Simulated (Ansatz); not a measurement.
# AlB2H7O2Si: the cost of one run

All numbers below are computed with Ansatz 0.2.0 (UKS PBE0/STO-3G).

## (1) The structure to begin with

Bond lengths: B1–B2 1.616 Å, B2–Si3 1.916 Å, Si3–O4 1.689 Å, Si3–O5 1.747 Å, Si3–Al6 2.370 Å, B1–H7 1.230 Å, B1–H8 1.124 Å, B2–H9 1.182 Å, O4–H10 1.067 Å, O5–H11 0.952 Å, Al6–H12 1.590 Å, Al6–H13 1.552 Å. Angles (14 of 17 angles, heavy atoms first): B1–B2–Si3 117.9°, B2–Si3–O4 113.1°, B2–Si3–O5 109.7°, B2–Si3–Al6 109.6°, O4–Si3–O5 105.8°, O4–Si3–Al6 110.4°, O5–Si3–Al6 108.0°, B1–B2–H9 122.0°, Si3–B2–H9 120.0°, B2–B1–H7 117.4°, B2–B1–H8 123.5°, Si3–O4–H10 101.2°, Si3–O5–H11 104.2°, Si3–Al6–H12 119.7°.

As a file:

```xyz
13

B    -2.0376    0.7369   -0.5396
B    -0.4756    1.0505   -0.8079
Si    0.8101   -0.2609   -0.2615
O     0.6181   -1.7443   -1.0463
O     2.4185    0.2869   -0.6658
Al    0.7026   -0.5483    2.0890
H    -2.8536    1.5880   -0.8898
H    -2.4049   -0.1942   -0.0276
H    -0.1144    2.0667   -1.2910
H    -0.3391   -2.0464   -0.6857
H     2.4244    0.3094   -1.6171
H    -0.6450   -1.0605    2.7602
H     1.9168   -0.2184    2.9981
```

## (2) Relaxing the start

File input.yaml:

```yaml
crystal:
  periodic: [false, false, false]
  atoms:
    - { symbol: B, position_ang: [-2.0376, 0.7369, -0.5396] }
    - { symbol: B, position_ang: [-0.4756, 1.0505, -0.8079] }
    - { symbol: Si, position_ang: [0.8101, -0.2609, -0.2615] }
    - { symbol: O, position_ang: [0.6181, -1.7443, -1.0463] }
    - { symbol: O, position_ang: [2.4185, 0.2869, -0.6658] }
    - { symbol: Al, position_ang: [0.7026, -0.5483, 2.089] }
    - { symbol: H, position_ang: [-2.8536, 1.588, -0.8898] }
    - { symbol: H, position_ang: [-2.4049, -0.1942, -0.0276] }
    - { symbol: H, position_ang: [-0.1144, 2.0667, -1.291] }
    - { symbol: H, position_ang: [-0.3391, -2.0464, -0.6857] }
    - { symbol: H, position_ang: [2.4244, 0.3094, -1.6171] }
    - { symbol: H, position_ang: [-0.645, -1.0605, 2.7602] }
    - { symbol: H, position_ang: [1.9168, -0.2184, 2.9981] }
magnetization:
  spin_polarized: true
basis:
  gaussian: { orbitals: STO-3G }
hamiltonian:
  xc: pbe0
relax:
  f_tol: 0.02
  max_steps: 40
```

The run is started by

```bash
> ansatz run input.yaml --threads 1 --pin off --max-ram 2048MiB --backend cpu --events-out ev --progress --plain --runs-dir out
```

Q: Estimate wall time and peak memory on 1 thread of Arm Neoverse V1, shared host.

About 2.3 min, with a peak of 0.18 GiB.
